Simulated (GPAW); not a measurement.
# ErCuSi (P-6m2) in GPAW: further runs

The runs below take ErCuSi through band structure, equation of state, with LDA.

Program: GPAW 26.7.0. These are calculated values, not measurements. Logs are shortened: lines on timing, memory, paths and dates and some standing lists are left out, and cuts for length are marked. The log counts tension as positive stress, the text compression.

**1. Starting point**

It takes space group P-6m2 (No. 187, hexagonal). The conventional cell has a = 4.113 Å, b = 4.113 Å, c = 3.683 Å, α = 90.00°, β = 90.00°, γ = 120.00°. Er (site symmetry -6m2) is surrounded by 6 Cu at 3.01 Å and 6 Si at 3.01 Å. Cu (site symmetry -6m2) is surrounded by 3 Si at 2.37 Å. Si (site symmetry -6m2) has 3 Cu at 2.37 Å as nearest neighbours.

The cell comes from a database or a generator and needn't be the stable form of this composition.

**2. Band structure, LDA, collinear spin, ferromagnetic start**

run.py reads:

```python
from ase import Atoms
from ase.dft.bandgap import bandgap
from ase.io import write
from ase.units import GPa
from gpaw import GPAW, PW

atoms = Atoms(['Er', 'Cu', 'Si'],
              cell=[[4.1134229106, 0.0, 0.0],
                    [-2.0567114553, 3.5623287371, 0.0],
                    [0.0, 0.0, 3.682807]],
              scaled_positions=[[0.6666666667, 0.3333333333, 0.0],
                                [0.0, 0.0, 0.5],
                                [0.3333333333, 0.6666666667, 0.5]],
              pbc=True)
atoms.set_initial_magnetic_moments([3.0, 0.6, 0.0])

calc = GPAW(mode=PW(800),
            xc='LDA',
            kpts={'size': (5, 5, 5), 'gamma': True},
            occupations={'name': 'fermi-dirac', 'width': 0.05},
            nbands=36,
            convergence={'density': 1e-05, 'energy': 1e-05},
            maxiter=150,
            txt='gpaw.txt')
atoms.calc = calc
energy = atoms.get_potential_energy()
forces = atoms.get_forces()
stress = atoms.get_stress()
calc.write('gs.gpw')
write('result.traj', atoms)
print(f'Energy: {energy:.6f} eV')
print('Forces (eV/A):')
print(forces.round(4))
print('Stress (GPa):', (stress / GPa).round(3))
print('Moments:', calc.get_magnetic_moments().round(3))
print('Fermi level:', round(calc.get_fermi_level(), 4), 'eV')
print(f'Gap: {bandgap(calc)[0]:.4f} eV, direct: {bandgap(calc, direct=True)[0]:.4f} eV')

path = atoms.cell.bandpath('GMKGALHA,LM,KH', npoints=100, eps=1e-4)
bs_calc = calc.fixed_density(kpts=path, symmetry='off', nbands=52,
                             convergence={'bands': 'CBM+6.0', 'eigenstates': 1e-6}, txt='bands.txt')
bs = bs_calc.band_structure()
bs.write('bs.json')
print(f'Gap on the path: {bandgap(bs_calc)[0]:.4f} eV')
```

Potentials or basis: the program's PAW data sets (release 1.2.1) made for this functional, pw.

Started as:

```console
> OMP_NUM_THREADS=1 python run.py
```

gpaw.txt:

```text
__  _  _
 | _ |_)|_||  |
 |__||  | ||/\| - 26.7.0

Input parameters:
  mode=PW(ecut=800.0),
  convergence={'density': 1e-05, 'energy': 1e-05},
  kpts=MonkhorstPack(size=(5, 5, 5), gamma=True),
  maxiter=150,
  nbands=36,
  occupations=Occupations(name='fermi-dirac', width=0.05),
  xc=XC(name='LDA')

Diagonalizing LCAO Hamiltonian
Converting LCAO to pw mode

         Si
       Cu

             Er

Atoms  # Å, Bohr magnetons
|   | symbol |         x |        y |        z |    initial magnetic moments |
|---|--------|-----------|----------|----------|-----------------------------|
| 0 |     Er |  2.056711 | 1.187443 | 0.000000 | ( 0.0000,  0.0000,  3.0000) |
| 1 |     Cu |  0.000000 | 0.000000 | 1.841403 | ( 0.0000,  0.0000,  0.6000) |
| 2 |     Si | -0.000000 | 2.374886 | 1.841403 | ( 0.0000,  0.0000,  0.0000) |

Unit cell  # Å
| periodic |         x |        y |        z |  lengths |     angles |
|----------|-----------|----------|----------|----------|------------|
|      yes |  4.113423 | 0.000000 | 0.000000 | 4.113423 |  90.000000 |
|      yes | -2.056711 | 3.562329 | 0.000000 | 4.113423 |  90.000000 |
|      yes |  0.000000 | 0.000000 | 3.682807 | 3.682807 | 120.000000 |

Number of symmetries: 12
Symmetry operations  # r_c * U_cc + t_c -> r_c
|    | kind |            matrix            |
|----|------|------------------------------|
|  0 |  σ   |  1, 1, 0,  0,-1, 0,  0, 0, 1 |
|  1 |  C2  |  1, 1, 0,  0,-1, 0,  0, 0,-1 |
|  2 |  E   |  1, 0, 0,  0, 1, 0,  0, 0, 1 |
|  3 |  σ   |  1, 0, 0,  0, 1, 0,  0, 0,-1 |
|  4 |  C3  |  0, 1, 0, -1,-1, 0,  0, 0, 1 |
|  5 |  S3  |  0, 1, 0, -1,-1, 0,  0, 0,-1 |
|  6 |  σ   |  0,-1, 0, -1, 0, 0,  0, 0, 1 |
|  7 |  C2  |  0,-1, 0, -1, 0, 0,  0, 0,-1 |
|  8 |  σ   | -1, 0, 0,  1, 1, 0,  0, 0, 1 |
|  9 |  C2  | -1, 0, 0,  1, 1, 0,  0, 0,-1 |
| 10 |  C3  | -1,-1, 0,  1, 0, 0,  0, 0, 1 |
| 11 |  S3  | -1,-1, 0,  1, 0, 0,  0, 0,-1 |

BZ-sampling:
  Number of BZ points: 125
  Number of IBZ points: 15

  Monkhorst-Pack size: [5, 5, 5]
  Monkhorst-Pack shift: [0, 0, 0]

K-points  # in reciprocal-cell coordinates
|     |                                coordinates |     weight |
|-----|--------------------------------------------|------------|
|   0 | (  0.00000000,   0.00000000,   0.00000000) | 0.00800000 |
|   1 | (  0.00000000,   0.00000000,   0.20000000) | 0.01600000 |
|   2 | (  0.00000000,   0.00000000,   0.40000000) | 0.01600000 |
|   3 | (  0.20000000,   0.00000000,   0.00000000) | 0.04800000 |
|   4 | (  0.20000000,   0.00000000,   0.20000000) | 0.09600000 |
|   5 | (  0.20000000,   0.00000000,   0.40000000) | 0.09600000 |
|   6 | (  0.40000000,  -0.20000000,   0.00000000) | 0.04800000 |
|   7 | (  0.40000000,  -0.20000000,   0.20000000) | 0.09600000 |
|   8 | (  0.40000000,  -0.20000000,   0.40000000) | 0.09600000 |
|   9 | (  0.40000000,   0.00000000,   0.00000000) | 0.04800000 |
| ... |                                            |            |
|  14 | (  0.40000000,   0.40000000,   0.40000000) | 0.09600000 |

Plane wave coefficients: 2825
Cutoff: 800.0 eV

Spin-components: 2 (collinear spins)
Bands:           36
Projectors:      19
Spin-degeneracy: 1
Datatype:        complex128

Parallelization:
  kpt:    1
  domain: 1
  band:   1

Density:
  Valence electrons: 37.0
  Components: 2
  Grid points: [27 27 25]
  Charge: 0.0  # |e|

Potential:
  Grid points: [27 27 25]

species:
  Er:
    name:    Erbium
    Z:       68.0
    valence: 22
    core:    46
    charge:  0.0  # [|e|]
    compensation charges:
      type: gauss
      rc: 0.35  # [Å]
      lmax: 2
    cutoffs:
      filter: 1.16  # [Å]
      core: 1.71  # [Å]
    projectors
    | kind |    occ | energy [eV] | rcut [Å] |
    |------|--------|-------------|----------|
    |   5s |  2.000 |     -52.025 |    1.164 |
    |   6s |  2.000 |      -3.986 |    1.164 |
    |   5p |  6.000 |     -26.531 |    1.164 |
    |   6p |  0.000 |      -1.183 |    1.164 |
    |   5d |  0.000 |      -1.079 |    1.164 |
    |   4f | 12.000 |      -3.352 |    1.164 |
    |    d |        |      26.132 |    1.164 |
    |    f |        |      23.859 |    1.164 |

    Using partial waves for Er as LCAO basis

  Cu:
    name:    Copper
    Z:       29.0
    valence: 11
    core:    18
    charge:  0.0  # [|e|]
    compensation charges:
      type: gauss
      rc: 0.33  # [Å]
      lmax: 2
    cutoffs:
      filter: 2.06  # [Å]
      core: 2.43  # [Å]
    projectors
    | kind |    occ | energy [eV] | rcut [Å] |
    |------|--------|-------------|----------|
    |   4s |  1.000 |      -4.857 |    1.164 |
    |   4p |  0.000 |      -0.783 |    1.164 |
    |   3d | 10.000 |      -5.324 |    1.058 |
    |    s |        |      22.354 |    1.164 |
    |    p |        |      26.429 |    1.164 |
    |    d |        |      21.887 |    1.058 |

    Using partial waves for Cu as LCAO basis

  Si:
    name:    Silicon
    Z:       14.0
    valence: 4
    core:    10
    charge:  0.0  # [|e|]
    compensation charges:
      type: gauss
      rc: 0.33  # [Å]
      lmax: 2
    cutoffs:
      filter: 1.86  # [Å]
      core: 2.06  # [Å]
    projectors
    | kind |    occ | energy [eV] | rcut [Å] |
    |------|--------|-------------|----------|
    |   3s |  2.000 |     -10.878 |    1.058 |
    |   3p |  2.000 |      -4.162 |    1.058 |
    |    s |        |      16.334 |    1.058 |
    |    p |        |      23.049 |    1.058 |
    |    d |        |       0.000 |    1.058 |

    Using partial waves for Si as LCAO basis

Reference energy: -408681.890522  # eV

eigensolver:
  PPCG
  Converge bands: occupied
  niter=2

density mixing:
  MSR1-Mixer
  Pratt-step length: 0.05
  Maximum mixing coefficient: 0.75
  Old densities: 10
  SVD Regularization: 0.005
  Good broyden scale: 1.0
  Trust region scale: 1.0
  Backstep threshold: 4.0
  History deletion threshold: 6.0
  Fourier metric: weight=20.0, sigma=0.015

occupation numbers:
  Fermi-Dirac:
    width: 0.0500  # eV

poisson solver:
  ecut: 6400.0  # eV

xc functional:
  name: None

convergence criteria:
- Maximum integral of absolute [dens]ity change: 1e-05 electrons / valence electron
- Maximum [total energy] change in last 3 cyles: 1e-05 eV / valence electron
- Maximum integral of absolute [eigenst]ate change: 4e-08 eV^2 / valence electron
maximum number of iterations: 150

SCF iterations
|iter     | |      energy | eigst |  dens |  magmom |
|---------|-|-------------|-------|-------|---------|
|iter:   1| |  -38.191565 | +0.61 |       |  +3.4422|
|iter:   2| |  -17.215015 | -0.56 | -0.49 |  +3.2902|
|iter:   3| |  -21.284433 | -0.93 | -0.73 |  +3.0272|
|iter:   4| |  -15.567240 | -1.46 | -0.57 |  +3.1402|
|iter:   5| |  -15.388043 | -2.67 | -1.09 |  +3.1317|
|iter:   6| |  -15.444181 | -2.51 | -1.32 |  +2.9367|
|iter:   7| |  -15.314864 | -2.68 | -1.20 |  +2.8130|
|iter:   8| |  -15.320776 | -3.52 | -1.68 |  +2.7473|
|iter:   9| |  -15.309654 | -4.46 | -1.78 |  +2.7419|
|iter:  10| |  -15.303228 | -3.75 | -1.94 |  +2.7207|
|iter:  11| |  -15.303903 | -5.48 | -2.35 |  +2.6923|
|iter:  12| |  -15.305311 | -5.01 | -2.49 |  +2.6203|
|iter:  13| |  -15.305361 | -5.35 | -2.82 |  +2.6123|
|iter:  14| |  -15.305632c| -5.64 | -3.03 |  +2.5848|
|iter:  15| |  -15.305754 | -6.42 | -3.53 |  +2.5756|
|iter:  16| |  -15.305793c| -7.21 | -3.82 |  +2.5725|
|iter:  17| |  -15.305760c| -7.78c| -3.99 |  +2.5731|
|iter:  18| |  -15.305779c| -7.99c| -3.99 |  +2.5732|
|iter:  19| |  -15.305778c| -7.95c| -4.54 |  +2.5731|
|iter:  20| |  -15.305778c| -8.65c| -4.83 |  +2.5732|
|iter:  21| |  -15.305779c| -8.66c| -5.02c|  +2.5730|

Converged in 21 steps
Energy contributions relative to reference atoms: (reference = -408681.890522)

Energy contributions:
  Kinetic:         -66.229260
  Coulomb:          59.546964
  Zero:              0.935602
  External:          0.000000
  Xc:               -9.469480
  Entropy:          -0.179211
  Spinorbit:         0.000000
  ----------------------------
  Free energy:     -15.395384
  Extrapolated:    -15.305779

dipole moment: (-3.311683, -8.623654, -18.247011)  # |e|*Ang

Total magnetic moment: (0.000000, 0.000000, 2.573020)

Local magnetic moments
|        x |        y |        z |
|----------|----------|----------|
| 0.000000 | 0.000000 | 2.466498 |  # Er   0
| 0.000000 | 0.000000 | 0.021297 |  # Cu   1
| 0.000000 | 0.000000 | 0.022953 |  # Si   2

Fermi level: 8.234
Eigenvalues  # (at kpt = [0.000, 0.000, 0.000])
| band index |      eig [eV] | occ [0-1] |      eig [eV] | occ [0-1] |
|------------|---------------|-----------|---------------|-----------|
|          0 |       -40.512 |     1.000 |       -39.494 |     1.000 |
|        ... |               |           |               |           |
|         11 |         6.320 |     1.000 |         7.967 |     0.995 |
|         12 |         6.338 |     1.000 |         7.974 |     0.995 |
|         13 |         6.338 |     1.000 |         7.989 |     0.993 |
|         14 |         6.369 |     1.000 |         8.148 |     0.847 |
|         15 |         6.369 |     1.000 |         8.148 |     0.847 |
|         16 |         6.389 |     1.000 |         8.199 |     0.668 |
[... 8 lines left out ...]
|         25 |        12.986 |     0.000 |        13.202 |     0.000 |
|         26 |        15.209 |     0.000 |        15.337 |     0.000 |
|        ... |               |           |               |           |
|         35 |        26.399 |     0.000 |        26.563 |     0.000 |

No gap
No difference between direct/indirect transitions

Forces  # eV/Ang
|       x |       y |       z |
|---------|---------|---------|
| 0.00000 | 0.00000 | 0.00000 |  # Er   0
| 0.00000 | 0.00000 | 0.00000 |  # Cu   1
| 0.00000 | 0.00000 | 0.00000 |  # Si   2

Stress tensor  # eV/Ang^3
|        x |        y |        z |
|----------|----------|----------|
| 0.024177 | 0.000000 | 0.000000 |
| 0.000000 | 0.024177 | 0.000000 |
| 0.000000 | 0.000000 | 0.017548 |

# Writing to gs.gpw (mode='')
```

It took 5.8 min on 1 thread of Arm Neoverse V2, shared host; peak memory 0.86 GiB.

Results:

| Quantity | Value |
| --- | --- |
| Free energy | -15.3954 eV |
| Pressure | -3.5 GPa |
| Band gap along the path | none (metal or under the smearing width) |
| Net moment | 2.57 μB per cell |
| Site moments | Er +2.47; Cu +0.02; Si +0.02 μB |

Levels at the corners of the path, in eV from the Fermi level:
Spin up:
```
point  band 17  band 18  band 19  band 20  band 21  band 22
    Γ    -1.84    -0.34    -0.34     0.68     1.26     2.70
    M    -1.86    -1.82    -0.50     0.14     0.63     4.37
    K    -1.87    -1.84    -1.81     1.31     2.22     3.04
    Γ    -1.84    -0.34    -0.34     0.68     1.26     2.70
    A    -1.85    -1.84     1.50     1.50     2.03     2.03
    L    -1.85    -1.80    -1.79    -1.40    -0.47     3.87
    H    -1.87    -1.84    -1.80    -1.43     0.00     3.39
    A    -1.85    -1.84     1.50     1.50     2.03     2.03
    L    -1.85    -1.80    -1.79    -1.40    -0.47     3.87
    M    -1.86    -1.82    -0.50     0.14     0.63     4.37
    K    -1.87    -1.84    -1.81     1.31     2.22     3.04
    H    -1.87    -1.84    -1.80    -1.43     0.00     3.39
```
Spin down:
| point | band 15 | band 16 | band 17 | band 18 | band 19 | band 20 | band 21 | band 22 |
| --- | --- | --- | --- | --- | --- | --- | --- | --- |
| Γ | -0.09 | -0.09 | -0.03 | -0.03 | 0.00 | 0.86 | 1.50 | 2.82 |
| M | -0.08 | -0.03 | -0.03 | 0.01 | 0.26 | 0.33 | 0.76 | 4.60 |
| K | -0.08 | -0.06 | -0.05 | -0.02 | 0.01 | 1.47 | 2.38 | 3.21 |
| Γ | -0.09 | -0.09 | -0.03 | -0.03 | 0.00 | 0.86 | 1.50 | 2.82 |
| A | -0.07 | -0.01 | -0.01 | 0.00 | 1.66 | 1.66 | 2.22 | 2.22 |
| L | -0.08 | -0.07 | -0.05 | -0.02 | -0.02 | -0.01 | 0.05 | 4.00 |
| H | -0.08 | -0.08 | -0.07 | -0.02 | -0.01 | -0.01 | 0.18 | 3.54 |
| A | -0.07 | -0.01 | -0.01 | 0.00 | 1.66 | 1.66 | 2.22 | 2.22 |
| L | -0.08 | -0.07 | -0.05 | -0.02 | -0.02 | -0.01 | 0.05 | 4.00 |
| M | -0.08 | -0.03 | -0.03 | 0.01 | 0.26 | 0.33 | 0.76 | 4.60 |
| K | -0.08 | -0.06 | -0.05 | -0.02 | 0.01 | 1.47 | 2.38 | 3.21 |
| H | -0.08 | -0.08 | -0.07 | -0.02 | -0.01 | -0.01 | 0.18 | 3.54 |

Caveat: with this Cu data set, volumes or pressures lay over 1.5 % or 2 GPa off other programs in two to four cells of ten; one-centre terms of the f shell are cut off; the magnetic or orbital state may not be the lowest; spin-orbit coupling is left out, which moves the levels of the heavy elements; without U or exact exchange the open f shell lies at the Fermi level, which spoils levels, moments and volumes. The state reached can hang on the start; a lower one may exist.

**3. Equation of state, LDA, collinear spin, ferromagnetic start**

run.py reads:

```python
from ase import Atoms
from ase.eos import EquationOfState
from ase.io import Trajectory
from ase.units import GPa
from gpaw import GPAW, PW

atoms = Atoms(['Er', 'Cu', 'Si'],
              cell=[[4.1134229106, 0.0, 0.0],
                    [-2.0567114553, 3.5623287371, 0.0],
                    [0.0, 0.0, 3.682807]],
              scaled_positions=[[0.6666666667, 0.3333333333, 0.0],
                                [0.0, 0.0, 0.5],
                                [0.3333333333, 0.6666666667, 0.5]],
              pbc=True)
atoms.set_initial_magnetic_moments([3.0, 0.6, 0.0])

traj = Trajectory('eos.traj', 'w')
volumes, energies = [], []
for x in [0.94, 0.96, 0.98, 1.0, 1.02, 1.04, 1.06]:
    a = atoms.copy()
    a.set_cell(atoms.cell * x**(1 / 3), scale_atoms=True)
    calc = GPAW(mode=PW(800),
                xc='LDA',
                kpts={'size': (5, 5, 5), 'gamma': True},
                occupations={'name': 'fermi-dirac', 'width': 0.05},
                nbands=36,
                convergence={'density': 1e-05, 'energy': 1e-05},
                maxiter=150,
                txt=f'eos-{x:.2f}.txt')
    a.calc = calc
    energies.append(a.get_potential_energy(force_consistent=True))
    volumes.append(a.get_volume())
    p = -a.get_stress()[:3].mean() / GPa
    calc.write(f'eos-{x:.2f}.gpw')
    traj.write(a)
    print(f'{x:.2f} {volumes[-1]:10.4f} A^3 {energies[-1]:14.6f} eV {p:9.3f} GPa', flush=True)

v0, e0, B = EquationOfState(volumes, energies, eos='birchmurnaghan').fit()
print(f'V0 = {v0:.4f} A^3, E0 = {e0:.6f} eV, B0 = {B / GPa:.2f} GPa')
```

Potentials or basis: the program's PAW data sets (release 1.2.1) made for this functional, pw.

Started as:

```console
> OMP_NUM_THREADS=1 python run.py
```

It took 12 min on 1 thread of Arm Neoverse V2, shared host; peak memory 0.49 GiB.

Results (log left out):

* Equilibrium volume: 17.37 Å³/atom
* Bulk modulus at fixed shape and positions: 100 GPa
* Pressure derivative of the bulk modulus: 4.5

Energy against volume, from the lowest point:
```csv
volume (Å³/atom),energy (meV/atom)
16.909,3.82
17.269,0.00
17.629,0.99
17.989,6.27
18.348,15.40
18.708,27.93
19.068,43.52
```

Caveat: with this Cu data set, volumes or pressures lay over 1.5 % or 2 GPa off other programs in two to four cells of ten; one-centre terms of the f shell are cut off; the magnetic or orbital state may not be the lowest; the cell was scaled at fixed shape and fractional positions, which overstates the stiffness of a crystal with free parameters, most of all of layers and chains; spin-orbit coupling is left out, which moves the levels of the heavy elements; without U or exact exchange the open f shell lies at the Fermi level, which spoils levels, moments and volumes.
